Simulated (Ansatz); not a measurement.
Wanted: the native input for an Ansatz 0.2.0 run.

```yaml
Task: relaxation of cell and atoms
Functional: PBEsol
Dispersion: D3(BJ)-ATM
Potentials_or_basis: Ansatz PAW
Cutoff: "420 eV (not typed: the program's choice for these potentials)"
k_mesh: 6 × 6 × 6
Occupations: fermi-dirac, width 0.05 eV
Spin: no spin polarisation
```

SnTe3:

```xyz
4
Lattice="0.0000 3.8612 3.8612 3.8612 0.0000 3.8612 3.8612 3.8612 0.0000" Properties=species:S:1:pos:R:3 pbc="T T T"
Te    3.8612    3.8612    3.8612
Te    5.7918    5.7918    5.7918
Te    1.9306    1.9306    1.9306
Sn    0.0000    0.0000    0.0000
```

The cell comes from a database or a generator and needn't be the stable form of this composition.

The input as run:

input.yaml

```yaml
crystal:
  lattice:
    - [0.0, 3.861219, 3.861219]
    - [3.861219, 0.0, 3.861219]
    - [3.861219, 3.861219, 0.0]
  atoms:
    - { symbol: Te, position: [0.5, 0.5, 0.5] }
    - { symbol: Te, position: [0.75, 0.75, 0.75] }
    - { symbol: Te, position: [0.25, 0.25, 0.25] }
    - { symbol: Sn, position: [0.0, 0.0, 0.0] }
hamiltonian:
  xc: pbesol
  pseudopotentials: { kind: paw }
  dispersion: d3bjatm
kpoints:
  mp_grid: { grid: [6, 6, 6] }
scf:
  occupations: { method: fermi_dirac, width: 0.05 }
output:
  forces: true
  stress: true
  eigenvalues: true
relax:
  f_tol: 0.01
  max_steps: 40
  cell: { stress_tol: 0.05 }
```

Potentials or basis: Ansatz PAW.

Launch:

```sh
$ ansatz run input.yaml --threads 2 --pin off --max-ram 5632MiB --backend cpu --events-out ev --progress --plain --runs-dir out
```

Results of the run:

```yaml
Relaxed_volume: 25.98 Å³/atom
Relaxed_cell: a = 5.277 Å, b = 5.277 Å, c = 5.277 Å, α = 60.00°, β = 60.00°, γ = 60.00°
Space_group_after_relaxing_to_0.05_Å: Fm-3m (No. 225)
Energy_gained_by_relaxing: 49.7 meV/atom
Ionic_steps: 5
Pressure_after_relaxing: 0.0 GPa
Band_gap_on_the_k_mesh: none (metal or under the smearing width)
```

Caveat: the plane-wave basis is chosen anew once the cell has moved, so the energies of steps on either side of that aren't comparable; pairwise dispersion overbinds metals, which lowers pressure and volume; the PAW data sets come from PBE, with cores solved anew for the run's functional, which leaves a small shift of forces and pressure.

Wall time 13 s on 2 threads of Arm Neoverse V1, with other jobs on the host, peak memory 0.43 GiB.
